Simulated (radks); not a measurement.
**Mo²⁺ in [Ar] 3d10 4s2 4p5 4d5: an all-electron calculation**

One table from this session's results is given with a row withheld; the runs are named, their logs left out.

Method: Dirac Kohn-Sham, PBE, spin-unpolarised, spherical densities, point nucleus; open shells fill j = l - 1/2 first. Code: radks (a radial shooting solver on a logarithmic mesh, Libxc functionals) version 1.

## The atom as given

- element: molybdenum (Z = 42)
- charge: +2
- electrons: 40
- configuration: [Ar] 3d10 4s2 4p5 4d5

The first run:

The run's settings:

```text
Z 42
configuration [Ar] 3d10 4s2 4p5 4d5
relativity Dirac
functional pbe,pbe
spin unpolarised
j_filling energy
nucleus point
c 137.035999084
```

Among the steps run: Self-consistent calculation.

One of the session's tables, all rows but one given; the rest of the session is left out.

It belongs to the step «Radial structure». Radial moments (bohr):

```
level      <r>  outermost maximum (interpolated)  90 % within  nodes
1s1/2  0.03516                            0.0229       0.0630      0
2s1/2   0.1534                             0.130        0.237      1
2p1/2   0.1307                             0.101        0.214      0
2p3/2   0.1353                             0.105        0.220      0
3s1/2   0.4286                             0.384        0.633      2
3p1/2   0.4232                             0.371        0.640      1
3p3/2   0.4337                             0.380        0.655      1
3d3/2   0.4130                             0.321        0.660      0
3d5/2   0.4165                             0.324        0.666      0
4s1/2    1.099                             0.986         1.60      3
4p1/2    1.199                              1.05         1.77      2
4p3/2    1.228                              1.07         1.82      2
4d3/2    1.679                              1.32         2.64      1
4d5/2        ?                                 ?            ?      ?
```

**Question.** Estimate the row for 4d5/2.

The run gave: <r>: 1.694; outermost maximum (interpolated): 1.33; 90 % within: 2.66; nodes: 1. In the column «<r>» it is the highest.
